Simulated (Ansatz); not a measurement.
# AlBH₂OS: small, medium and large basis sets

An exercise on one series of results from a longer session: the logs are not shown, and one member is left open.

Computed with Ansatz 0.2.0, Gaussian basis. Level: one geometry, several basis sets.

Plan: PBE0-D4/def2-SVP; ωB97M-V/def2-SVP; PBE0-D4/def2-QZVPP; ωB97M-V/def2-QZVPP; the functionals' def2-TZVPP values are taken from earlier runs.

## The relaxed structure

All runs share one geometry, relaxed beforehand with PBE0-D4 in a triple-zeta def2 set.

SMILES `S[B]1[O][AlH]1`, 6 atoms, charge 0, spin multiplicity 1.

Atoms are counted from 1 here; the program's logs count them from 0.

Bond lengths: S1–B2 1.793 Å, S1–H5 1.341 Å, B2–O3 1.344 Å, B2–Al4 1.979 Å, O3–Al4 1.792 Å, Al4–H6 1.579 Å. Angles: B2–S1–H5 94.9°, S1–B2–O3 130.4°, S1–B2–Al4 167.8°, O3–B2–Al4 61.8°, B2–O3–Al4 76.8°, B2–Al4–O3 41.4°, B2–Al4–H6 164.9°, O3–Al4–H6 123.5°.

Set-up of the first run:

File in.yaml:

```yaml
crystal:
  periodic: [false, false, false]
  atoms:
    - {symbol: S, position_ang: [-0.747688, -0.098001, -2.110895]}
    - {symbol: B, position_ang: [-0.034787, -0.112630, -0.465908]}
    - {symbol: O, position_ang: [1.067887, -0.724212, 0.000189]}
    - {symbol: Al, position_ang: [0.425395, 0.119234, 1.445029]}
    - {symbol: H, position_ang: [-1.779817, 0.692146, -1.780443]}
    - {symbol: H, position_ang: [1.111112, 0.059563, 2.865827]}
basis:
  gaussian: {orbitals: def2-SVP}
hamiltonian: {xc: pbe0, dispersion: d4}
output: {orbitals: {seedname: orbitals}}
```

Started as:

```
$ ansatz run in.yaml --threads 2 --pin off --events-out ev --progress --plain --max-ram 4352MiB
```

Steps of the session up to this table: PBE0-D4 in def2-SVP; ωB97M-V in def2-SVP; PBE0-D4 in def2-QZVPP; ωB97M-V in def2-QZVPP.

One of the session's tables, all rows but one given; the rest of the session is left out.

It belongs to the step «Functionals by basis». 

| functional | basis | HOMO (eV) | LUMO (eV) |
| --- | --- | --- | --- |
| PBE0-D4 | def2-SVP | -6.24 | -1.49 |
| PBE0-D4 | def2-TZVPP | -6.27 | -1.61 |
| PBE0-D4 | def2-QZVPP | -6.29 | -1.66 |
| ωB97M-V | def2-SVP | -8.21 | 0.30 |
| ωB97M-V | def2-TZVPP | -8.26 | 0.11 |
| ωB97M-V | def2-QZVPP | ? | ? |

Q: Estimate the row for ωB97M-V, def2-QZVPP from the others.

As computed: HOMO (eV): -8.29; LUMO (eV): -0.10. In the column «HOMO (eV)» it is the lowest.
